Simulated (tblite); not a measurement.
# C7H20Si2: the cost of one run

Programs: PySCF 2.14.0 with density-fitted response routines of our own, and tblite 0.8.0. All values are computed, except where a source is named. Atoms count from 0 throughout.

## Step 1: The molecule as given

29 atoms, charge 0, multiplicity 1; geometry from: MMFF94s geometry. This is the first candidate.

Bonds of the start (Å): C0–C1 1.54, C0–H10 1.10, C0–H11 1.08, C0–H9 1.09, C1–C2 1.54, C1–H12 1.09, C1–H13 1.10, C2–C4 1.57, C2–H14 1.10, C2–Si3 1.91, C4–C5 1.57, C4–H18 1.10, C4–H19 1.10, C5–C7 1.55, C5–H20 1.09, C5–Si6 1.93, C7–C8 1.53, C7–H24 1.09, C7–H25 1.09, C8–H26 1.10, C8–H27 1.10, C8–H28 1.09, Si3–H15 1.48, Si3–H16 1.48 and more.

## Step 2: GFN2-xTB relaxation, isomer A, conformer 1

What the job is given:

```
{"job": {"xc": "GFN2-xTB", "basis": "xTB", "kind": "relax"}, "charge": 0, "multiplicity": 1}
C      3.153900     0.799200     0.990800
C      2.689400     0.500400    -0.442800
C      1.382600    -0.314900    -0.561400
Si     1.581500    -2.157700    -0.110900
C      0.207300     0.406400     0.180800
C     -1.242000     0.008300    -0.264300
Si    -1.702100     0.677700    -2.014600
C     -2.222300     0.478100     0.846100
C     -3.605400    -0.170000     0.750300
H      3.312400    -0.111100     1.574400
H      2.409900     1.415400     1.520900
H      4.083200     1.357700     0.970800
H      2.562300     1.453400    -0.947700
H      3.510200    -0.029300    -0.956400
H      1.149000    -0.324600    -1.635700
H      0.350900    -2.911800    -0.458900
H      2.738900    -2.727700    -0.840100
H      1.815800    -2.296200     1.358300
H      0.317600     1.497400     0.051500
H      0.324400     0.218800     1.255800
H     -1.306000    -1.076100    -0.322600
H     -0.751300     0.149800    -3.018700
H     -3.065800     0.237100    -2.359700
H     -1.652500     2.151200    -2.002700
H     -1.820900     0.210200     1.828900
H     -2.341900     1.564400     0.839700
H     -4.209700     0.122300     1.619700
H     -4.153900     0.157700    -0.139000
H     -3.535200    -1.258100     0.733700
```

Started as:

```bash
OMP_NUM_THREADS=1 python ens_run.py task.json out
```

This one command runs the whole study; its stages follow in the order run.

Q: Estimate the wall time of this first job on 1 thread of Arm Neoverse N1, shared host.

About 3.6 s.
